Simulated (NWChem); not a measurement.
# RbF (SMILES [F][Rb]): CCSD(T)/def2-TZVP (core potential)

What is the vertical singlet–triplet gap of RbF at CCSD(T)/def2-TZVP (core potential)? 

Program for the calculation: NWChem 7.3.0.

4 further runs of the same task are left out: 4 set aside as unsound or not needed.

### Step 1. The system as given

The species is RbF (2 atoms), meant as a singlet with charge 0. SMILES: `[F][Rb]`. Geometry: relaxed at PBE0-D4/def2-TZVP.

Bond lengths: F1–Rb2 2.340 Å.

### Step 2. The energy at CCSD(T)/def2-TZVP (core potential)

a.nw

```
start a
title "RbF"
memory total 2200 mb

geometry units angstrom noautosym nocenter noautoz
 F        0.000000       0.000000      -0.070970
 Rb       0.000000       0.000000       2.268560
end

basis spherical bse
 * library def2-TZVP
end

ecp bse
 Rb library def2-TZVP
end

scf
 singlet
 rhf
 thresh 1e-08
 maxiter 80
end

ccsd
 freeze core 1
 maxiter 60
end

task ccsd(t) energy
```

Command:

```console
$ nwchem a.nw > a.out
```

The log of the run (excerpt; [...] marks lines left out):

```text
[...]
  functions       =    64
[...]
  wavefunction    = RHF
[...]
         Total SCF energy =   -123.319249314837
      One-electron energy =   -218.392277596029
      Two-electron energy =     76.751674347293
 Nuclear repulsion energy =     18.321353933899
        Time for solution =      3.3s
[...]
 Total MP2 energy:           -123.659234654923708
[...]
             energy      energy      error      ampl     ampl      Block
                                                time     time      time
[...]
 Total CCSD energy:           -123.662383216518947
[...]
 Total CCSD+T(CCSD) energy:           -123.671708097117317
[...]
 Total CCSD(T) energy:                -123.670739040897601
[...]
```

Wall time 48 s (1 thread of Intel Xeon Platinum 8259CL at 2.50GHz (Skylake/Cascade Lake), shared host); peak memory 0.14 GiB.

### Step 3. The triplet

run.xyz

```xyz
2

F      0.000000     0.000000    -0.070970
Rb     0.000000     0.000000     2.268560
```

run.nw

```
start run
memory stack 880 mb heap 220 mb global 1100 mb
geometry noautosym nocenter noautoz
   load run.xyz
end
basis spherical bse
   F library def2-TZVP
   Rb library def2-TZVP
end
ecp bse
   Rb library def2-TZVP
end
scf
   triplet
   uhf
   thresh 1e-08
   maxiter 80
   print low
end
tce
   scf
   ccsd(t)
   freeze core 1
   maxiter 60
end
task tce energy
```

Command:

```console
$ nwchem run.nw > run.out
```

The log of the run (excerpt; [...] marks lines left out):

```text
[...]
  functions       =    64
[...]
  wavefunction    = UHF
[...]
         Total SCF energy =   -123.187668621921
      One electron energy =   -214.607771492044
      Two electron energy =     73.098748936224
 Nuclear repulsion energy =     18.321353933899
                       Sz =      1.0000
                 Sz(Sz+1) =      2.0000
                      S^2 =      2.0043
[...]
         Wavefunction type : Unrestricted Hartree-Fock
          No. of electrons :    18
[...]
         Spin multiplicity : triplet
[...]
 CCSD total energy / hartree       =      -123.477620677570613
[...]
 CCSD[T] total energy / hartree       =      -123.483119704579153
[...]
 CCSD(T) total energy / hartree       =      -123.482738844229971
[...]
```

Wall time 66 s (1 thread of Intel Xeon Platinum 8259CL at 2.50GHz (Skylake/Cascade Lake), shared host); peak memory 0.64 GiB.

### Step 4. What came out

At CCSD(T)/def2-TZVP (core potential), 1 core orbital frozen:

```
                                           quantity          value
                              singlet: total energy  -123.67074 Eh
       singlet: HOMO energy (Hartree–Fock orbitals)      -10.90 eV
       singlet: LUMO energy (Hartree–Fock orbitals)       -0.15 eV
     singlet: HOMO–LUMO gap (Hartree–Fock orbitals)       10.76 eV
singlet: correlation energy (1 core orbital frozen)     -351.5 mEh
                            singlet: (T) correction      -8.36 mEh
                              triplet: total energy  -123.48274 Eh
triplet: correlation energy (1 core orbital frozen)     -295.1 mEh
                            triplet: (T) correction      -5.12 mEh
         triplet: ⟨S²⟩ of the reference determinant          2.004
   vertical energy of the triplet above the singlet       5.116 eV
```

In words: At this shape the triplet lies 5.12 eV (494 kJ/mol) above the singlet. The triples (singlet) make up 2.4 % of the correlation energy. The triples (triplet) make up 1.7 % of the correlation energy.
